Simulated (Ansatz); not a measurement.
# C₂H₆FGaS: a ladder of functionals and wavefunction methods

The task here is to estimate one member of a computed series from the others.

Method: functionals in def2-TZVPP, the program's frozen cores in correlated methods; program: Ansatz 0.2.0, Gaussian basis.

The runs, in order: LDA (SPW92), PBE-D4, revPBE-D4, BLYP-D4, r2SCAN-D4, B97M-V, PBE0-D4, B3LYP-D4, r2SCANh-D4, r2SCAN0-D4, HSE06-D4, BHLYP-D4, CAM-B3LYP-D4, LC-ωPBE, ωB97X-V, ωB97M-V, B2PLYP, PBE-QIDH; CCSD(T)/def2-SVP; CCSD(T)/def2-TZVPP; MP2/def2-QZVPP; extrapolation to the limit; RPA on PBE.

### Structure used throughout

An earlier PBE0-D4 in a triple-zeta def2 set relaxation fixed the geometry.

11 atoms, charge 0, spin multiplicity 1.

Atoms are counted from 1 here; the program's logs count them from 0.

Bond lengths: C1–C2 1.523 Å, C1–H6 1.093 Å, C1–H7 1.093 Å, C1–H8 1.093 Å, C2–Ga3 1.959 Å, C2–H9 1.094 Å, C2–H10 1.094 Å, Ga3–F4 1.759 Å, Ga3–S5 2.195 Å, S5–H11 1.344 Å. Angles: C2–C1–H6 111.2°, C2–C1–H7 111.8°, C2–C1–H8 111.8°, H6–C1–H7 107.2°, H6–C1–H8 107.2°, H7–C1–H8 107.3°, C1–C2–Ga3 114.5°, C1–C2–H9 111.4°, C1–C2–H10 111.4°, Ga3–C2–H9 106.5°, Ga3–C2–H10 106.6°, H9–C2–H10 105.9°, C2–Ga3–F4 119.5°, C2–Ga3–S5 129.1°, F4–Ga3–S5 111.4°, Ga3–S5–H11 92.9°.

Coordinates:

```mol
C2H6FGaS
  3D, bonds by distance, orders not assigned

 11 10  0  0  0  0  0  0  0  0999 V2000
   -0.6911   -0.3334    1.1741 C   0  0
    0.4722    0.5148    0.6782 C   0  0
    0.8001    0.3977   -1.2492 Ga  0  0
    2.0956    1.3464   -1.9682 F   0  0
   -0.2506   -0.7973   -2.7605 S   0  0
   -0.8257   -0.2285    2.2542 H   0  0
   -0.5353   -1.3957    0.9700 H   0  0
   -1.6338   -0.0457    0.7018 H   0  0
    0.3187    1.5744    0.9041 H   0  0
    1.4083    0.2362    1.1717 H   0  0
   -1.0930   -1.3256   -1.8556 H   0  0
  1  2  8  0
  2  3  8  0
  3  4  8  0
  3  5  8  0
  1  6  8  0
  1  7  8  0
  1  8  8  0
  2  9  8  0
  2 10  8  0
  5 11  8  0
M  END
```

The first run:

in.yaml reads:

```yaml
crystal:
  periodic: [false, false, false]
  atoms:
    - {symbol: C, position_ang: [-0.691124, -0.333385, 1.174135]}
    - {symbol: C, position_ang: [0.472206, 0.514809, 0.678212]}
    - {symbol: Ga, position_ang: [0.800098, 0.397696, -1.249217]}
    - {symbol: F, position_ang: [2.095601, 1.346387, -1.968155]}
    - {symbol: S, position_ang: [-0.250615, -0.797340, -2.760524]}
    - {symbol: H, position_ang: [-0.825675, -0.228496, 2.254200]}
    - {symbol: H, position_ang: [-0.535295, -1.395737, 0.969971]}
    - {symbol: H, position_ang: [-1.633800, -0.045728, 0.701795]}
    - {symbol: H, position_ang: [0.318710, 1.574358, 0.904075]}
    - {symbol: H, position_ang: [1.408250, 0.236181, 1.171684]}
    - {symbol: H, position_ang: [-1.092955, -1.325646, -1.855576]}
basis:
  gaussian: {orbitals: def2-TZVPP}
hamiltonian: {xc: lda}
output: {orbitals: {seedname: orbitals}}
```

Launch:

```console
ansatz run in.yaml --threads 4 --pin off --events-out ev --progress --plain --max-ram 10444MiB
```

Among the steps run: LDA; PBE-D4 (GGA); revPBE-D4 (GGA); BLYP-D4 (GGA); r2SCAN-D4 (meta-GGA); B97M-V (meta-GGA); B3LYP-D4 (hybrid); r2SCANh-D4 (hybrid); r2SCAN0-D4 (hybrid); HSE06-D4 (hybrid); BHLYP-D4 (hybrid); CAM-B3LYP-D4 (range-separated); LC-ωPBE (range-separated); ωB97X-V (range-separated); ωB97M-V (range-separated); B2PLYP (double hybrid); PBE-QIDH (double hybrid).

One table of the session follows, with a row left open; its other results are not shown here.

It belongs to the step «Orbital energies across the functionals». 

| functional | HOMO (eV) | gap (eV) |
| --- | --- | --- |
| LDA (SPW92) | -6.74 | 4.97 |
| PBE-D4 | -6.59 | 5.11 |
| revPBE-D4 | -6.52 | 5.18 |
| BLYP-D4 | -6.41 | 5.00 |
| r2SCAN-D4 | -6.89 | 5.66 |
| B97M-V | -6.94 | 5.56 |
| PBE0-D4 | ? | ? |
| B3LYP-D4 | -7.56 | 6.59 |
| r2SCANh-D4 | -7.34 | 6.38 |
| r2SCAN0-D4 | -8.02 | 7.46 |
| HSE06-D4 | -7.42 | 6.35 |
| BHLYP-D4 | -8.89 | 8.93 |
| CAM-B3LYP-D4 | -9.14 | 9.33 |
| LC-ωPBE | -10.56 | 11.93 |
| ωB97X-V | -10.19 | 11.41 |
| ωB97M-V | -10.02 | 11.01 |

Q: Estimate the row for PBE0-D4 from the others.

**Answer.** HOMO (eV): -7.82; gap (eV): 7.12. In the column «HOMO (eV)» it lies between r2SCAN0-D4 (-8.02) and B3LYP-D4 (-7.56).
